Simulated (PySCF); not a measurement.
# C4H8B2NP: the cost of one run

Programs: PySCF 2.14.0, with density-fitted response routines of our own. Each step states its level of theory. These are calculated values for one molecule in the gas phase, unless marked as measured. Atoms count from 0, in the outputs and in this text.

### 1 The molecule as given

16 atoms, charge 0, multiplicity 1; geometry from: GFN2-xTB.

Bonds of the start (Å): C0–C1 1.20, C1–B2 1.52, B2–C3 1.56, C3–C4 1.33, B2–N5 1.43, N5–B6 1.40, B6–P7 1.90, C0–H8 1.05, C3–H9 1.08, C4–H10 1.08, C4–H11 1.08, N5–H12 1.01, B6–H13 1.17, P7–H14 1.38, P7–H15 1.39.

### 2 Excited states and response: CAM-B3LYP/def2-SVPD

Job settings and geometry (Å):

```
{"job": {"kind": "uv", "xc": "CAM-B3LYP", "basis": "def2-SVPD", "nstates": 8, "ntriplets": 3}, "charge": 0, "multiplicity": 1}
C     -1.702253     2.727032     0.034558
C     -1.186594     1.647532     0.171392
B     -0.512799     0.296293     0.337377
C     -1.375073    -0.996572     0.413690
C     -2.705551    -0.995077     0.370109
N      0.914385     0.284729     0.401564
B      1.822922    -0.775560     0.547266
P      3.686988    -0.411879     0.639776
H     -2.159309     3.667418    -0.083456
H     -0.877753    -1.954150     0.508224
H     -3.260783    -0.074792     0.275721
H     -3.293557    -1.898769     0.427234
H      1.327455     1.207542     0.321454
H      1.447727    -1.873493     0.697779
H      4.119009    -1.414571    -0.206718
H      3.747588     0.573259    -0.332414
```

Method: TDDFT CAM-B3LYP/def2-SVPD, vertical, gas phase, core orbitals frozen in the response.

On the command line:

```sh
$ OMP_NUM_THREADS=1 python probes_run.py task.json out
```

This one command runs all jobs of the session in turn.

**Question.** How long does this job take on 1 thread of Arm Neoverse V1, shared host, and how much memory does it need?

About 53 s, with a peak of 1.1 GiB.
